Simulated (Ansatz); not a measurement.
# WOF4: structure and electronic state

What does WOF4 look like as a singlet, and where do its frontier electrons sit?

Computed with Ansatz 0.2.0, Gaussian basis. Level: RKS PBE0-D4/def2-TZVP.

The runs, in order: relaxation at PBE0-D4/def2-SVP; a search for the lowest solution at PBE0-D4/def2-SVP; a single point at PBE0-D4/def2-TZVP.

### Step 1. Where the work starts

6 atoms, charge 0, spin multiplicity 1.

Atoms are counted from 1 here; the program's logs count them from 0.

Bond lengths: W1–O2 1.672 Å, W1–F3 1.853 Å, W1–F4 1.853 Å, W1–F5 1.853 Å, W1–F6 1.853 Å. Angles: O2–W1–F3 109.6°, O2–W1–F4 109.6°, O2–W1–F5 109.6°, O2–W1–F6 109.6°, F3–W1–F4 83.7°, F3–W1–F5 140.7°, F3–W1–F6 83.5°, F4–W1–F5 83.5°, F4–W1–F6 140.8°, F5–W1–F6 83.4°.

Geometry (Å):

```xyz
6
charge 0, multiplicity 1
W     0.0009    0.0003    0.1360
O     0.0037   -0.0065    1.8075
F     1.7449    0.0110   -0.4897
F    -0.0138    1.7483   -0.4782
F    -1.7452   -0.0105   -0.4833
F     0.0095   -1.7426   -0.4924
```

Formally the metal is d0. W takes a core potential in the def2 sets. No spin-orbit coupling is included.

The start is a GFN2-xTB geometry.

### Step 2. Relaxation at PBE0-D4/def2-SVP

File in.yaml:

```yaml
crystal:
  periodic: [false, false, false]
  atoms:
    - {symbol: W, position_ang: [0.000930, 0.000330, 0.136020]}
    - {symbol: O, position_ang: [0.003680, -0.006510, 1.807540]}
    - {symbol: F, position_ang: [1.744920, 0.010990, -0.489670]}
    - {symbol: F, position_ang: [-0.013810, 1.748310, -0.478240]}
    - {symbol: F, position_ang: [-1.745170, -0.010500, -0.483250]}
    - {symbol: F, position_ang: [0.009460, -1.742620, -0.492400]}
basis:
  gaussian: {orbitals: def2-SVP}
hamiltonian: {xc: pbe0, dispersion: d4}
scf: {omitted_lower_state_checks: [starts]}
output: {orbitals: {seedname: orbitals}}
relax: {f_tol: 0.02, max_steps: 100}
```

Command:

```console
$ ansatz run in.yaml --threads 4 --pin off --events-out ev --progress --plain --max-ram 3916MiB
```

The runs that follow: Searching for the lowest solution, PBE0-D4/def2-SVP; Single point, PBE0-D4/def2-TZVP.

**Question.** What will the summary of the whole plan be? Wanted: point group; near neighbours of the metal; HOMO, LUMO at PBE0-D4/def2-TZVP; charge on the metal; dipole at PBE0-D4/def2-SVP.

As calculated:

| quantity | value |
| --- | --- |
| point group | C4v |
| near neighbours of the metal | O 1.67, F 1.85, F 1.85, F 1.85, F 1.85 Å |
| HOMO, LUMO at PBE0-D4/def2-TZVP | -11.72, -4.11 eV |
| charge on the metal (Mulliken, PBE0-D4/def2-TZVP) | +1.73 e |
| dipole at PBE0-D4/def2-SVP | 0.36 D |

What this shows: The molecule keeps its bonding pattern by the stored test; the atoms moved 0.08 Å (rms). The metal has 5 near neighbours by the distance rule, from 1.67 to 1.85 Å. The Mulliken charge of the metal, +1.73 e, depends on the basis and isn't its oxidation state. No usable vibrations, so a minimum isn't proven. Whether this spin is the lowest isn't tested here.
